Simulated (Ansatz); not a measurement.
**Nb2AlC: further runs on the relaxed cell**

One table from this session's results is given with a row withheld; the runs are named, their logs left out.

Computed with Ansatz 0.2.0 (DFT PBEsol, scalar-relativistic, plane waves, PAW, unless a step's input says otherwise).

1 further run of the same task is left out (set aside as unsound or not needed). Runs told in other sessions of the task aren't counted.

## The structure to begin with

Symmetry: P6_3/mmc, No. 194, hexagonal system. The conventional cell has a = 3.090 Å, b = 3.090 Å, c = 13.851 Å, α = 90.00°, β = 90.00°, γ = 120.00°. Al (site symmetry -6m2) is surrounded by 6 Nb at 2.86 Å and 6 Al at 3.09 Å. Around Nb (site symmetry 3m) lie 3 C at 2.17 Å. C (site symmetry -3m) has 6 Nb at 2.17 Å in its first shell of neighbours.

Coordinates:

```
CELL_PARAMETERS angstrom
3.09041 0.00000 0.00000
-1.54521 2.67638 0.00000
0.00000 0.00000 13.85116
ATOMIC_POSITIONS crystal
Al 0.33333 0.66667 0.75000
Al 0.66667 0.33333 0.25000
Nb 0.33333 0.66667 0.08900
Nb 0.66667 0.33333 0.58900
Nb 0.66667 0.33333 0.91100
Nb 0.33333 0.66667 0.41100
C 0.00000 0.00000 0.00000
C 0.00000 0.00000 0.50000
```

It goes back to an entry of the Materials Project, which need not be the stable form.

This cell was relaxed beforehand with the same method: volume 14.32 Å³/atom, gap on the mesh none (metal).

Set-up of the first run:

Input file input.yaml:

```yaml
crystal:
  lattice:
    - [3.059194978, 0.0, 0.0]
    - [-1.529597489, 2.6493405661, 0.0]
    - [0.0, 0.0, 13.711234802]
  atoms:
    - { symbol: Al, position: [0.3333333333, 0.6666666667, 0.75] }
    - { symbol: Al, position: [0.6666666667, 0.3333333333, 0.25] }
    - { symbol: Nb, position: [0.3333333333, 0.6666666667, 0.0890011488] }
    - { symbol: Nb, position: [0.6666666667, 0.3333333333, 0.5890011488] }
    - { symbol: Nb, position: [0.6666666667, 0.3333333333, 0.9109988512] }
    - { symbol: Nb, position: [0.3333333333, 0.6666666667, 0.4109988512] }
    - { symbol: C, position: [0.0, 0.0, 0.0] }
    - { symbol: C, position: [0.0, 0.0, 0.5] }
basis:
  ecutwfc: 420
kpoints:
  mp_grid: { grid: [12, 12, 4] }
hamiltonian:
  xc: pbesol
scf:
  occupations: { method: gaussian, width: 0.1 }
output:
  forces: true
  stress: true
  eigenvalues: true
  write_density: true
  write_potential: true
  elf: true
  volumetric_format: npy
relax:
  adjacent_minimum: "off"
  f_tol: 0.01
  max_steps: 30
  cell: { stress_tol: 0.1, fix: [volume] }
```

Started as:

```sh
ansatz run input.yaml --threads 2 --pin off --max-ram 5120MiB --backend cpu --events-out ev --progress --plain --runs-dir out
```

Among the steps run: Point at V/V0 = 0.97; Volume × 1.03; The cell scaled to 0.94 of its volume; Volume × 1.06; Volume × 0.91; Point at V/V0 = 1.10; Volume × 0.88.

One of the session's tables, all rows but one given; the rest of the session is left out.

It belongs to the step «Energy against volume». 

```
volume (Å³/atom)  energy above the lowest point (meV/atom)  pressure (GPa)
          12.602                                     150.4           31.48
          13.032                                      79.6           21.62
          13.461                                         ?               ?
          13.891                                       7.7            6.06
          14.321                                       0.0           -0.02
          14.750                                       7.3           -5.17
          15.180                                      27.2           -9.51
          15.753                                      70.3          -14.16
```

Q: Estimate the row for volume (Å³/atom) = 13.461 from the others.

Worked estimate for «energy above the lowest point (meV/atom)». A straight line through the neighbours (13.032, 79.6) and (13.891, 7.7) gives 79.6 + (7.7 − 79.6) × (13.461 − 13.032) / (13.891 − 13.032) = 43.7; a parabola fitted to 4 rows on both sides gives 33.2.

As computed: energy above the lowest point (meV/atom): 33.2; pressure (GPa): 13.21. In «energy above the lowest point (meV/atom)» the line misses by +10.5 and the parabola by 0.0.
